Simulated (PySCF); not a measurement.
# IrNF: structure of the quartet

Where does quartet IrNF go from a bent start, is the end point a minimum, and what are its modes, charges and moments?

Program: PySCF 2.14.0. Level of theory: PBE0, basis Ir def2-TZVP with ECP60, N def2-TZVP, F def2-TZVP, scalar-relativistic core potentials, no spin–orbit coupling, density fitting. These are calculated values, not measurements.

## 1. The starting structure

3 atoms, charge 0, spin multiplicity 4.

Bond lengths: Ir1–N2 1.750 Å, Ir1–F3 1.860 Å. Angles: N2–Ir1–F3 110.0°.

```xyz
3
charge 0 multiplicity 4
Ir    0.0000    0.0000    0.0000
N    -1.4335    0.0000    1.0038
F     1.5236    0.0000    1.0669
```

## 2. First SCF at the start

The steps below are one call of a driver around PySCF. For each, scf.py gives the equivalent set-up of the SCF; relaxations use the driver's own optimiser. After this first run the driver tries any further starts and a stability analysis.

Input file scf.py:

```python
from pyscf import gto, scf, dft
mol = gto.M(atom='''
Ir     0.000000     0.000000     0.000000
N     -1.433500     0.000000     1.003800
F      1.523600     0.000000     1.066900''',
    basis={'Ir': 'def2-TZVP', 'N': 'def2-TZVP', 'F': 'def2-TZVP'},
    ecp={'Ir': 'def2-TZVP'},
    charge=0, spin=3)
mf = dft.UKS(mol, xc='PBE0')
mf.grids.atom_grid = (50, 194)
aux = {'Ir': 'def2-universal-JKFIT', 'N': 'def2-universal-JKFIT', 'F': 'def2-universal-JKFIT'}
mf = mf.density_fit(auxbasis=aux)
mf.conv_tol = 1e-08
mf.diis_space = 10
mf.max_cycle = 60
mf.init_guess = 'minao'
mf.verbose = 4
mf.kernel()
```

Started as:

```console
$ OMP_NUM_THREADS=2 python axn.py task.json out
```

Standard output:

```text
init E= -241.902561238604
[... the frontier-level lines of each cycle are left out ...]
cycle= 1 E= -258.565381378443  delta_E= -16.7  |g|= 0.61  |ddm|= 5.87
cycle= 2 E= -257.543081492592  delta_E= 1.02  |g|= 1.69  |ddm|= 1.27
cycle= 3 E= -258.665841508376  delta_E= -1.12  |g|= 0.36  |ddm|= 1.01
cycle= 4 E= -258.706197295386  delta_E= -0.0404  |g|= 0.208  |ddm|= 0.314
cycle= 5 E= -258.720564170757  delta_E= -0.0144  |g|= 0.102  |ddm|= 0.17
cycle= 6 E= -258.724484126411  delta_E= -0.00392  |g|= 0.0185  |ddm|= 0.0664
cycle= 7 E= -258.724868645103  delta_E= -0.000385  |g|= 0.00739  |ddm|= 0.0294
cycle= 8 E= -258.725004328497  delta_E= -0.000136  |g|= 0.00363  |ddm|= 0.0235
cycle= 9 E= -258.72504125001  delta_E= -3.69e-05  |g|= 0.00206  |ddm|= 0.0139
cycle= 10 E= -258.725049466066  delta_E= -8.22e-06  |g|= 0.000747  |ddm|= 0.00676
cycle= 11 E= -258.725051429596  delta_E= -1.96e-06  |g|= 0.000407  |ddm|= 0.00317
cycle= 12 E= -258.725052287335  delta_E= -8.58e-07  |g|= 0.000193  |ddm|= 0.0025
cycle= 13 E= -258.725052409687  delta_E= -1.22e-07  |g|= 9.12e-05  |ddm|= 0.000852
cycle= 14 E= -258.725052438559  delta_E= -2.89e-08  |g|= 2.67e-05  |ddm|= 0.000415
cycle= 15 E= -258.725052440999  delta_E= -2.44e-09  |g|= 1.34e-05  |ddm|= 0.00011
Extra cycle  E= -258.725052440735  delta_E= 2.64e-10  |g|= 3.71e-05  |ddm|= 3.92e-05
converged SCF energy = -258.725052440735  <S^2> = 3.7794489  2S+1 = 4.0146975
```

This step, with its further starts and checks, needed 21 s of wall time on 2 threads of Intel Xeon Platinum 8375C at 2.90GHz (Ice Lake), shared host.

Energies from each starting density:

| start | energy (Eh) |
| --- | --- |
| the minimal-basis guess | -258.725052 |
| a thermally smeared density | -258.725052 |
| a smeared PBE density | -258.725734 |

This is not the lowest solution: one lies 1.8 kJ/mol lower, at -258.72573 Eh, and the relaxation starts from that.

## 3. Relaxing the quartet from the bent start

The program finds Cs symmetry in the start, which this walk keeps. The walk stops when the largest gradient is under 0.0003 Eh/bohr and the energy has settled too.

scf.py: that of step 2 with these lines changed.

```diff
@@ -3,3 +3,3 @@
-Ir     0.000000     0.000000     0.000000
-N     -1.433500     0.000000     1.003800
-F      1.523600     0.000000     1.066900''',
+Ir    -0.039265     0.000000    -0.151907
+N     -1.472765     0.000000     0.851893
+F      1.484335     0.000000     0.914993''',
@@ -16 +15,0 @@
-mf.init_guess = 'minao'
```

The optimiser's trace:

| step | energy (Eh) | change (kJ/mol) | largest symmetric gradient (Eh/bohr) |
| --- | --- | --- | --- |
| 0 | -258.725734 | 0.00 | 0.04043 |
| 1 | -258.732744 | -18.40 | 0.00713 |
| 2 | -258.734686 | -23.50 | 0.00685 |
| 3 | -258.735035 | -24.42 | 0.00219 |
| 4 | -258.735064 | -24.50 | 0.00037 |
| 5 | -258.735066 | -24.50 | 0.00013 |

The walk took 25 s.

Positions (Å) and forces (eV/Å) along the way:

```
step 0
Ir  -0.039   0.000  -0.152  -2.078   0.000   2.052
N   -1.473   0.000   0.852   1.551   0.000  -1.777
F    1.484   0.000   0.915   0.527   0.000  -0.275
step 1
Ir  -0.067   0.000  -0.072   0.034   0.000   0.342
N   -1.504   0.000   0.800  -0.366   0.000  -0.177
F    1.543   0.000   0.887   0.332   0.000  -0.165
step 3
Ir  -0.070   0.000   0.030  -0.071   0.000   0.113
N   -1.599   0.000   0.742   0.097   0.000  -0.068
F    1.641   0.000   0.842  -0.026   0.000  -0.045
step 5
Ir  -0.071   0.000   0.041  -0.008   0.000   0.001
N   -1.605   0.000   0.736   0.006   0.000   0.004
F    1.648   0.000   0.837   0.002   0.000  -0.005
```

After 5 steps and 24.5 kJ/mol it ends at Cs: Ir–F 1.894 Å, Ir–N 1.685 Å; F–Ir–N 130.8°.

## 4. Frequencies

The point is checked on the finer grid, and tightened if its gradient asks for it. The Hessian and the dipole derivatives come from central differences of analytic gradients, with steps of 0.02 bohr.

scf.py: that of step 3 with these lines changed.

```diff
@@ -3,3 +3,3 @@
-Ir    -0.039265     0.000000    -0.151907
-N     -1.472765     0.000000     0.851893
-F      1.484335     0.000000     0.914993''',
+Ir    -0.049272     0.000000    -0.114263
+N     -1.580755     0.000000     0.587062
+F      1.665779     0.000000     0.687884''',
@@ -10 +10 @@
-mf.grids.atom_grid = (50, 194)
+mf.grids.atom_grid = (75, 302)
@@ -13 +13 @@
-mf.conv_tol = 1e-08
+mf.conv_tol = 1e-10
```

The driver hands on the density of the step before, so the log starts near convergence.

SCF at the final geometry:

```text
init E= -258.735001300836
[... the frontier-level lines of each cycle are left out ...]
cycle= 1 E= -258.735001300845  delta_E= -8.92e-12  |g|= 2.31e-06  |ddm|= 4.99e-06
Extra cycle  E= -258.735001300826  delta_E= 1.83e-11  |g|= 7.54e-06  |ddm|= 6.61e-06
converged SCF energy = -258.735001300826  <S^2> = 3.7662474  2S+1 = 4.0081155
```

The whole step took 95 s.

Geometry: Cs; Ir–F 1.893 Å, Ir–N 1.684 Å; F–Ir–N 130.3°.

Harmonic modes (main isotopes):

| symmetry | ω (cm⁻¹) | IR (km/mol) |
| --- | --- | --- |
| a' | 161 | 5.7 |
| a' | 620 | 92.8 |
| a' | 1014 | 11.0 |

All wavenumbers are real: a minimum.

Constants and moments:

| Item | Value |
| --- | --- |
| Dipole moment | 2.13 D |
| Highest occupied level | -6.83 eV |
| Lowest empty level | -4.80 eV |
| Rotational constants | 1.124, 0.1883, 0.1613 cm⁻¹ |
| Zero-point energy | 10.7 kJ/mol |
| Principal polarisabilities | 30.6, 32.7, 51.9 bohr³ |
| Atomisation energy without zero-point energy | 766 kJ/mol |
| Principal traceless quadrupole moments about the centre of mass | -6.67, 3.03, 3.63 D Å |
| Entropy at 298.15 K and 1 bar (electronic part: spin only) | 298.5 J/(mol K) |
| Heat capacity Cp at 298.15 K | 46.8 J/(mol K) |
| Enthalpy at 298.15 K above 0 K | 12.04 kJ/mol |
| Rotational symmetry number | 1 |
| Spin squared ⟨S²⟩ | 3.766 |

Populations by atom (charges in e):

```json
{"atom": "Ir1", "Mulliken": "0.76", "Löwdin": "0.61", "polar tensor": "0.87", "spin (Mulliken)": "2.07", "Mayer order to Ir1": "–"}
{"atom": "N2", "Mulliken": "-0.32", "Löwdin": "-0.27", "polar tensor": "-0.26", "spin (Mulliken)": "0.85", "Mayer order to Ir1": "2.42"}
{"atom": "F3", "Mulliken": "-0.44", "Löwdin": "-0.34", "polar tensor": "-0.60", "spin (Mulliken)": "0.08", "Mayer order to Ir1": "0.79"}
```

Outer orbital energies (eV). α occupied: -13.03, -12.08, -11.43, -10.90, -10.13, -9.28, -8.14, -6.83; empty: -3.29, -0.97, 0.05, 1.18. β occupied: -21.53, -13.74, -12.33, -11.92, -10.83, -10.11, -9.82, -8.44; empty: -4.80, -4.50, -2.51, -2.46.

Mulliken populations on Ir1 (outside its core potential): s 2.81, p 6.27, d 7.11, f 0.05.

## 5. Summary of results

| quantity | value |
| --- | --- |
| minimum | quartet, Cs |
| geometry | Ir–F 1.893 Å, Ir–N 1.684 Å; F–Ir–N 130.3° |
| wavenumbers (cm⁻¹) | 161 (a'), 620 (a'), 1014 (a') |
| dipole moment | 2.13 D |
| highest occupied, lowest empty level (either spin) | -6.83, -4.80 eV |
| polar-tensor charge of Ir1 | +0.87 e |
| zero-point energy | 10.7 kJ/mol |
| entropy at 298.15 K | 298.5 J/(mol K) |
| atomisation energy (no zero-point energy) | 766 kJ/mol |
| ⟨S²⟩ | 3.766 |

What this shows: The molecule stays Cs, as typed, and the end point is a minimum. The strongest infrared band lies at 620 cm⁻¹ (a', stretch). Most of the spin sits on Ir1 (Mulliken spin 2.07, against 3 for the whole molecule). The first SCF alone would have been 2 kJ/mol too high. Only this shape and spin were tried, so other structures or states may lie lower. One determinant may miss the lowest occupation of an open d or f shell. Spin–orbit coupling, left out here, can matter for elements this heavy.

The search up to here took 2.4 min.
